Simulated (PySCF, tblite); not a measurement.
# C6H10NO radical: geometry, infrared bands and EPR parameters

Wanted: the infrared bands and EPR parameters of C6H10NO radical (`CC[C@H]1C=NO[C]1C`), by calculation.

Programs: tblite 0.8.0 and PySCF 2.14.0, with density-fitted response routines of our own. Each step states its level of theory. These are calculated values for one molecule in the gas phase, unless marked as measured. Atoms count from 0, in the outputs and in this text.

### 1 Starting geometry

18 atoms, charge 0, multiplicity 2; geometry from: force field or distance geometry start.

Bonds of the start (Å): C0–C1 1.47, C1–C2 1.49, C2–C3 1.48, C3–N4 1.29, N4–O5 1.36, O5–C6 1.41, C6–C7 1.52, C6–C2 1.49, C0–H8 1.10, C0–H9 1.14, C0–H10 1.11, C1–H11 1.12, C1–H12 1.14, C2–H13 1.12, C3–H14 1.09, C7–H15 1.11, C7–H16 1.12, C7–H17 1.11.

### 2 Geometry optimisation with GFN2-xTB

The job: settings as JSON, then the geometry in Å.

```
{"job": {"kind": "relax", "xc": "GFN2-xTB", "basis": "xTB"}, "charge": 0, "multiplicity": 2}
C     -2.181500    -0.115900     0.295700
C     -1.070200    -0.738800    -0.437500
C      0.208500     0.011400    -0.555900
C      0.149700     1.307500    -1.258000
N      0.860300     2.204200    -0.655900
O      1.432600     1.631000     0.440100
C      0.879300     0.366900     0.731300
C      2.052100    -0.537700     1.052100
H     -2.253100     0.983600     0.252500
H     -3.192200    -0.482900    -0.076300
H     -2.159800    -0.413900     1.367600
H     -1.436700    -1.030500    -1.453800
H     -0.877500    -1.738800     0.066900
H      0.925500    -0.647700    -1.115700
H     -0.430100     1.482600    -2.162100
H      2.043600    -1.474300     0.465400
H      3.005500     0.025600     0.909500
H      2.035000    -0.825900     2.122500
```

Command:

```bash
$ OMP_NUM_THREADS=1 python probes_run.py task.json out
```

The driver reads the jobs from task.json and runs them one after another.

Standard output:

```text
step      E/eV     max force
  0    -674.67965    3.142
  1    -675.03992    1.862
  2    -675.15658    0.998
  3    -675.22804    0.601
  4    -675.26493    0.591
  5    -675.30267    0.497
  6    -675.34707    0.457
  7    -675.38393    0.518
  8    -675.41397    0.393
  9    -675.43345    0.374
 10    -675.44762    0.384
 11    -675.46294    0.279
 12    -675.47951    0.274
 13    -675.49546    0.257
 14    -675.50891    0.274
 15    -675.52091    0.285
 16    -675.53338    0.253
 17    -675.54533    0.275
 18    -675.55507    0.227
 19    -675.56285    0.171
 20    -675.57011    0.200
 21    -675.57716    0.187
 22    -675.58321    0.206
 23    -675.58821    0.194
 24    -675.59327    0.176
 25    -675.59913    0.253
 26    -675.60486    0.223
 27    -675.60938    0.137
 28    -675.61302    0.137
 29    -675.61692    0.130
 30    -675.62107    0.181
 31    -675.62436    0.149
 32    -675.62666    0.109
 33    -675.62881    0.113
 34    -675.63144    0.129
 35    -675.63461    0.116
 36    -675.63774    0.119
 37    -675.64108    0.130
 38    -675.64535    0.162
 39    -675.65122    0.210
 40    -675.65737    0.191
 41    -675.66205    0.167
 42    -675.66449    0.190
 43    -675.66792    0.126
 44    -675.67060    0.099
 45    -675.67287    0.074
 46    -675.67461    0.108
 47    -675.67616    0.116
 48    -675.67807    0.105
 49    -675.68026    0.101
 50    -675.68213    0.098
 51    -675.68376    0.091
 52    -675.68516    0.087
 53    -675.68620    0.088
 54    -675.68692    0.108
 55    -675.68763    0.078
 56    -675.68839    0.068
 57    -675.68906    0.042
 58    -675.68934    0.039
 59    -675.68955    0.034
 60    -675.68976    0.039
 61    -675.69004    0.042
 62    -675.69032    0.042
 63    -675.69055    0.038
 64    -675.69074    0.032
 65    -675.69093    0.029
 66    -675.69115    0.042
 67    -675.69137    0.043
 68    -675.69155    0.028
 69    -675.69171    0.029
 70    -675.69190    0.034
 71    -675.69216    0.054
 72    -675.69243    0.051
 73    -675.69260    0.024
 74    -675.69267    0.019
 75    -675.69272    0.019
 76    -675.69277    0.024
 77    -675.69284    0.025
 78    -675.69290    0.019
 79    -675.69295    0.018
 80    -675.69300    0.020
 81    -675.69306    0.020
 82    -675.69314    0.022
 83    -675.69323    0.023
 84    -675.69332    0.022
 85    -675.69341    0.026
 86    -675.69353    0.030
 87    -675.69369    0.029
 88    -675.69383    0.024
 89    -675.69391    0.017
 90    -675.69396    0.015
 91    -675.69401    0.014
 92    -675.69407    0.013
 93    -675.69411    0.014
 94    -675.69414    0.012
 95    -675.69416    0.009
```

Run time: 0.52 s. Hardware: 1 thread of Arm Neoverse V2, shared host.

Step by step: (not every step is listed)

| step | energy from step 0 (eV) | largest force (eV/Å) |
| --- | --- | --- |
| 0 | 0.0000 | 3.1421 |
| 1 | -0.3603 | 1.8624 |
| 2 | -0.4769 | 0.9977 |
| 3 | -0.5484 | 0.6011 |
| 4 | -0.5853 | 0.5912 |
| 5 | -0.6230 | 0.4967 |
| 6 | -0.6674 | 0.4566 |
| 7 | -0.7043 | 0.5177 |
| 8 | -0.7343 | 0.3930 |
| 16 | -0.8537 | 0.2533 |
| 24 | -0.9136 | 0.1757 |
| 32 | -0.9470 | 0.1095 |
| 40 | -0.9777 | 0.1912 |
| 48 | -0.9984 | 0.1050 |
| 56 | -1.0087 | 0.0680 |
| 64 | -1.0111 | 0.0319 |
| 72 | -1.0128 | 0.0510 |
| 80 | -1.0133 | 0.0197 |
| 88 | -1.0142 | 0.0236 |
| 90 | -1.0143 | 0.0150 |
| 91 | -1.0144 | 0.0142 |
| 92 | -1.0144 | 0.0135 |
| 93 | -1.0145 | 0.0141 |
| 94 | -1.0145 | 0.0120 |
| 95 | -1.0145 | 0.0092 |

Distances of close pairs at the start and the end, largest changes first:

| bond | before (Å) | after (Å) | change (Å) |
| --- | --- | --- | --- |
| C1–C2 | 1.487 | 1.553 | +0.066 |
| C0–C1 | 1.470 | 1.522 | +0.052 |
| C0–H9 | 1.138 | 1.087 | -0.050 |
| O5–C6 | 1.410 | 1.360 | -0.050 |
| C1–H12 | 1.136 | 1.092 | -0.045 |
| C6–C7 | 1.515 | 1.476 | -0.040 |
| C1–H11 | 1.119 | 1.091 | -0.028 |
| C2–C3 | 1.475 | 1.503 | +0.027 |

The final coordinates are the input of the step that follows.

### 3 Infrared spectrum with GFN2-xTB

The job: settings as JSON, then the geometry in Å.

```
{"job": {"kind": "ir", "xc": "GFN2-xTB", "basis": "xTB"}, "charge": 0, "multiplicity": 2}
C     -1.878255    -0.129266     0.439815
C     -0.987759    -0.832930    -0.574813
C      0.290321    -0.013215    -0.901179
C      0.020416     1.405497    -1.315885
N      0.562821     2.281339    -0.550037
O      1.255043     1.647325     0.431581
C      1.151545     0.300522     0.274293
C      1.827747    -0.606032     1.221988
H     -2.210358     0.833414     0.056186
H     -2.754374    -0.735314     0.657693
H     -1.338566     0.042193     1.368731
H     -1.538458    -0.994828    -1.503181
H     -0.679285    -1.806373    -0.188075
H      0.828112    -0.578912    -1.684752
H     -0.571605     1.711874    -2.155013
H      1.802959    -1.621548     0.835486
H      2.864820    -0.301216     1.370665
H      1.346118    -0.596212     2.204839
```

Standard output:

```text
mode    cm-1     km/mol
  1     -61.6      0.32
  2      79.8      1.05
  3     115.0      2.04
  4     131.4      0.47
  5     196.0      0.32
  6     247.1      0.89
  7     298.6      0.28
  8     345.6      1.47
  9     502.4      1.44
 10     559.4      1.35
 11     635.6      1.29
 12     755.9      3.58
 13     803.5      1.04
 14     822.6      2.25
 15     863.4     14.19
 16     925.1     36.50
 17     968.0      5.78
 18     989.9      0.99
 19    1006.5     10.18
 20    1020.5     36.04
 21    1065.8      6.46
 22    1072.8      5.18
 23    1092.5      5.99
 24    1171.1     15.83
 25    1192.0     25.29
 26    1224.2      9.37
 27    1238.3     67.23
 28    1253.4      3.80
 29    1330.3      2.83
 30    1356.8     15.70
 31    1395.7      5.18
 32    1413.2      3.09
 33    1448.8      4.85
 34    1473.1      6.00
 35    1479.8      0.25
 36    1498.6      4.50
 37    1504.3      2.11
 38    1571.0    118.51
 39    2748.6     56.23
 40    2920.3     22.89
 41    2972.9     28.39
 42    2982.4     21.10
 43    2985.6     39.20
 44    3031.7     32.76
 45    3035.4     39.28
 46    3041.0     23.99
 47    3044.7     16.43
 48    3171.2      6.34
```

It took 0.5 s on 1 thread of Arm Neoverse V2, shared host.

Which atoms move in the most intense modes:

| cm⁻¹ | km/mol | atoms |
| --- | --- | --- |
| 925 | 36.5 | O5 16 %, C3 14 %, C2 14 % |
| 1020 | 36.0 | O5 36 %, N4 20 % |
| 1238 | 67.2 | C6 37 %, H13 18 % |
| 1571 | 118.5 | C3 53 %, N4 39 % |
| 2749 | 56.2 | H13 94 % |
| 2986 | 39.2 | H11 63 %, H12 30 % |
| 3032 | 32.8 | H8 67 %, H10 22 % |
| 3035 | 39.3 | H10 45 %, H9 34 %, H8 12 % |

### 4 g tensor and hyperfine couplings: B3LYP/pcH-1

Settings changed since step 3:

```diff
@@ -1,2 +1,2 @@
-{"job": {"kind": "ir", "xc": "GFN2-xTB", "basis": "xTB"}, "charge": 0, "multiplicity": 2}
+{"job": {"kind": "epr", "basis": "pcH-1"}, "charge": 0, "multiplicity": 2}
 C     -1.878255    -0.129266     0.439815
```

With the program's defaults for keys left out, this is: UKS B3LYP, pcH-1 on C H N O, non-relativistic, mean-field spin-orbit, GIAO.

Standard output:

```text
UKS, coarse grid
  cycle   1  E = -364.47885048  |g| = 4.00e-01
  cycle   2  E = -364.43581634  |g| = 5.29e-01
  cycle   3  E = -364.54314306  |g| = 1.33e-01
  cycle   4  E = -364.54867814  |g| = 4.81e-02
  cycle   5  E = -364.54968114  |g| = 1.81e-02
  cycle   6  E = -364.54982018  |g| = 8.88e-03
  cycle   7  E = -364.54985537  |g| = 2.41e-03
  cycle   8  E = -364.54985912  |g| = 1.38e-03
  cycle   9  E = -364.54986096  |g| = 3.63e-04
UKS, final grid
  cycle   1  E = -364.54983732  |g| = 4.61e-04
  cycle   2  E = -364.54983721  |g| = 6.99e-04
  cycle   3  E = -364.54983745  |g| = 8.18e-05
  cycle   4  E = -364.54983746  |g| = 6.10e-05
  cycle   5  E = -364.54983747  |g| = 3.48e-05
  cycle   6  E = -364.54983747  |g| = 1.62e-05
E = -364.54983747 Eh   <S^2> = 0.7563 (exact 0.7500)
g shifts (ppm)      1          2          3
  rmc          -176       -176       -176
  gc              3         41         37
  oz_so         -84        199       1463
  total        -257         64       1324
hyperfine (MHz)  atom isotope    a_iso     a_fc   dipolar eigenvalues
    0   13C       1.24       1.24     -0.94      0.05      0.89
    1   13C      95.85      95.85     -6.49     -6.15     12.64
    2   13C     -40.98     -40.98     -1.23     -0.68      1.91
    3   13C      11.00      11.00     -9.99     -6.20     16.19
    4   14N      -0.79      -0.79     -2.63      1.09      1.54
    5   17O     -16.63     -16.63    -40.42     18.57     21.85
    6   13C      88.53      88.53    -75.12    -73.68    148.80
    7   13C     -31.19     -31.19     -1.41     -0.50      1.91
    8    1H       0.01       0.01     -1.99     -1.47      3.47
    9    1H      -0.79      -0.79     -1.55     -0.81      2.36
   10    1H      -0.41      -0.41     -4.31     -2.95      7.26
   11    1H      -0.62      -0.62     -3.86     -2.30      6.16
   12    1H      -5.02      -5.02     -4.39     -2.15      6.54
   13    1H     153.02     153.02     -3.99     -3.29      7.29
   14    1H      -8.39      -8.39     -5.40     -1.55      6.95
   15    1H       6.50       6.50     -4.69     -3.61      8.30
   16    1H      72.34      72.34     -4.16     -4.02      8.18
   17    1H     109.72     109.72     -4.31     -3.71      8.02
```

Wall time 1.7 min (1 thread of Arm Neoverse V2, shared host); peak memory 1.1 GiB.

Principal g values 2.00206, 2.00238, 2.00364; g(iso) = 2.00270, against 2.00232 for a free electron.

Hyperfine couplings; where a row names several nuclei, a(iso) is their mean (it holds for fast rotation or exchange) and the dipolar term the largest among them:

| nuclei | isotope | a(iso) (MHz) | a(iso) (G, at g = 2.0023) | largest dipolar term (MHz) |
| --- | --- | --- | --- | --- |
| H13 | 1H | 153.0 | 54.6 | 7.3 |
| C1 | 13C | 95.9 | 34.2 | 12.6 |
| C6 | 13C | 88.5 | 31.6 | 148.8 |
| H15, H16, H17 | 1H | 62.9 | 22.4 | 8.3 |
| C2 | 13C | -41.0 | -14.6 | 1.9 |
| C7 | 13C | -31.2 | -11.1 | 1.9 |
| O5 | 17O | -16.6 | -5.9 | -40.4 |
| C3 | 13C | 11.0 | 3.9 | 16.2 |
| H14 | 1H | -8.4 | -3.0 | 7.0 |
| H12 | 1H | -5.0 | -1.8 | 6.5 |
| C0 | 13C | 1.2 | 0.4 | -0.9 |
| N4 | 14N | -0.8 | -0.3 | -2.6 |
| H11 | 1H | -0.6 | -0.2 | 6.2 |
| H8, H9, H10 | 1H | -0.4 | -0.1 | 7.3 |

Mulliken spin populations:

C0 0.00; C1 0.06; C2 -0.08; C3 0.11; N4 -0.04; O5 0.06; C6 0.81; C7 -0.07; H8 0.00; H9 0.00; H10 0.00; H11 0.01; H12 0.00; H13 0.07; H14 -0.01; H15 0.00; H16 0.03; H17 0.05

In first order the couplings over 0.8 MHz of 1H give 32 distinct lines over 126.7 G, if the averaged nuclei exchange fast.

The fields below are evaluated on a grid from the run's orbitals.

ELF in a plane through or near 6 of the atoms.

Ten even steps from '0' (0.00) to '9' (1.00):
```
0000000000000000000000000000
0000000000000000000000000000
0000000000000000000000000000
0000000000000000002210000000
0000000000000000038983000000
0000002788300023269998100000
0000005999800378679998100000
0000004999800499826751000000
0000012799400169725741000000
0000465443354002489995000000
0000587311354100169996000000
0000131002675001001320000000
0000000027546235520000000000
0000000158878368531000000000
0000000046646836311000000000
0000000000038996100000000000
0000000000038885000000000000
0000000000013431000000000000
0000000000000000000000000000
0000000000000000000000000000
```
The map spans 11.6 Å across and 9.8 Å up, centred on the molecule. Atoms in the plane (x, y in Å): C0 (1.5, 1.0), N4 (-0.1, -2.2), O5 (-1.2, -1.4), H8 (2.1, 0.2), H9 (2.2, 1.9), H17 (-2.2, 1.2).

On the surface of density 0.002 e/bohr³ the electrostatic potential runs, from the 1st to the 99th percentile, from -1.74 V near N4 to 1.15 V near H14.

The spin density lies nearest to C6 53 %; O5 9 %; C3 6 %; H13 6 %.

### 5 What came out

| quantity | value |
| --- | --- |
| strongest single infrared mode (GFN2-xTB) | 1571 cm⁻¹, 119 km/mol |
| zero-point energy (GFN2-xTB) | 92.9 kcal/mol |
| g(iso) (B3LYP) | 2.00270 |
| ⟨S²⟩ | 0.756 (exact 0.75) |
| largest a(iso) (averaged by class) | 1H on H13, 153.0 MHz |
| surface potential, 1st and 99th percentile | -1.74 V and 1.15 V |

What this shows: Over 95 steps the energy fell by 1.015 eV; of the close pairs, C1–C2 changed most, 1.487 to 1.553 Å. The lowest mode is imaginary (62i cm⁻¹), so the xTB geometry is not a minimum. The strongest single mode, at 1571 cm⁻¹, moves mainly C3 and N4. GFN2-xTB is a fitted tight-binding method: band positions and strengths are rough. Its intensities can rank the bands wrongly. Most of the unpaired spin sits on C6 (0.81 e). The isotropic g lies 0.4 ppt above the free-electron value.
